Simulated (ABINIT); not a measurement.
Here is an ABINIT 10.8.3 (patched build) calculation.

The input run.abi:

```
# Pseudopotentials
pp_dirpath "./"
pseudos "Ag.GGA_PBE-JTH.xml"

# Structure
acell 3*1.0
rprim
     5.4601363584     0.0000000000     0.0000000000
     0.0000000000     5.4601363584     0.0000000000
     0.0000000000     0.0000000000    47.6503890955
ntypat 1
znucl 47
natom 6
typat 1 1 1 1 1 1
xred
     0.5000000000     0.5000000000     0.2974361008
     0.0000000000     0.0000000000     0.3784616605
     0.5000000000     0.5000000000     0.4594872202
     0.0000000000     0.0000000000     0.5405127798
     0.5000000000     0.5000000000     0.6215383395
     0.0000000000     0.0000000000     0.7025638992
chkprim 0
chksymtnons 0
tolsym 1.0e-6

# Plane-wave basis
ecut 17.0
pawecutdg 34.0
pawxcdev 0

# k points
kptopt 1
ngkpt 9 9 1
nshiftk 1
shiftk 0.0 0.0 0.0

# Exchange and correlation
ixc 11

# Bands and occupations
nband 40
occopt 3
tsmear 0.00183747

# SCF cycle
nstep 120
tolvrs 1.0e-9
iprcel 45

# Output
iomode 3
prtwf 0
prteig 0
prtebands 0
enunit 1
prtden 1
prtvha 1
prtvclmb 1
prtpot 1
```

Potentials or basis: JTH PAW PBE v2.0.

Run with:

```bash
$ mpirun --bind-to none -np 4 abinit run.abi > log 2>&1
```

(1) What does it give for the work function?

(2) Estimate the band gap on the k mesh.

(3) What does it give for the largest force?

## Answers

(1) 4.30 eV.

(2) none (metal or under the smearing width).

(3) 0.172 eV/Å.
